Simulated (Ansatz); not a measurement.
# RuCO+ (sextet): the correlation ladder, def2-SVP

An exercise on one series of results from a longer session: the logs are not shown, and one member is left open.

The runs use Ansatz 0.2.0, Gaussian basis; def2-SVP, core rule «outside noble gas», up to 6 orbitals frozen.

Plan: UHF; CCSD(T) on ROHF; CCSD(T) on UHF; CISD; CCSDT(Q) on ROHF; CCSDT(Q) on UHF.

5 further runs of the same task are left out: 2 for a known fault of the program, 3 set aside as unsound or not needed.

## The geometry

The geometry is a PBE0/def2-TZVP stationary point (not a proven minimum). No spin-orbit coupling is included. Elements past krypton take def2 core potentials.

3 atoms, charge 1, spin multiplicity 6.

Atoms are counted from 1 here; the program's logs count them from 0.

Bond lengths: Ru1–C2 2.550 Å, C2–O3 1.113 Å. Angles: Ru1–C2–O3 170.5°.

The first run:

in.yaml reads:

```yaml
crystal:
  periodic: [false, false, false]
  atoms:
    - {symbol: Ru, position_ang: [0.000000, 0.017415, 2.066718]}
    - {symbol: C, position_ang: [0.000000, -0.079877, -0.481422]}
    - {symbol: O, position_ang: [0.000000, 0.062462, -1.585295]}
basis:
  gaussian: {orbitals: def2-SVP}
total_charge: 1
magnetization: {spin_polarized: true, initial_magnetization: 5}
hamiltonian: {xc: hf}
output: {orbitals: {seedname: orbitals}}
```

Run with:

```console
> ansatz run in.yaml --threads 1 --pin off --events-out ev --progress --plain --max-ram 4096MiB --backend cpu
```

Among the steps run: UHF; CCSD(T) on ROHF; CCSD(T) on UHF; CISD; CCSDT(Q) on ROHF; CCSDT(Q) on UHF.

One table of the session follows, with a row left open; its other results are not shown here.

It belongs to the step «Misses and costs». 

| method | from RCCSDT(Q) (kcal/mol) |
| --- | --- |
| ROHF | +255.63 |
| UHF | +253.51 |
| RMP2 | +16.29 |
| UMP2 | +14.59 |
| CISD | +31.21 |
| RCCSD | +9.19 |
| UCCSD | +7.65 |
| RCCSD(T) | +1.13 |
| UCCSD(T) | -0.40 |
| RCCSDT | ? |
| UCCSDT | -0.80 |
| RCCSDT(Q) | 0 |
| UCCSDT(Q) | -1.62 |

Q: Estimate the row for RCCSDT from the others.

As computed: from RCCSDT(Q) (kcal/mol): +0.72. In the column «from RCCSDT(Q) (kcal/mol)» it lies between RCCSDT(Q) (0) and RCCSD(T) (+1.13).

To keep in mind: Restricted and unrestricted rows rest on different reference determinants; where their highest levels disagree by more than a few hundredths of an eV, they describe different states and don't form one ladder.
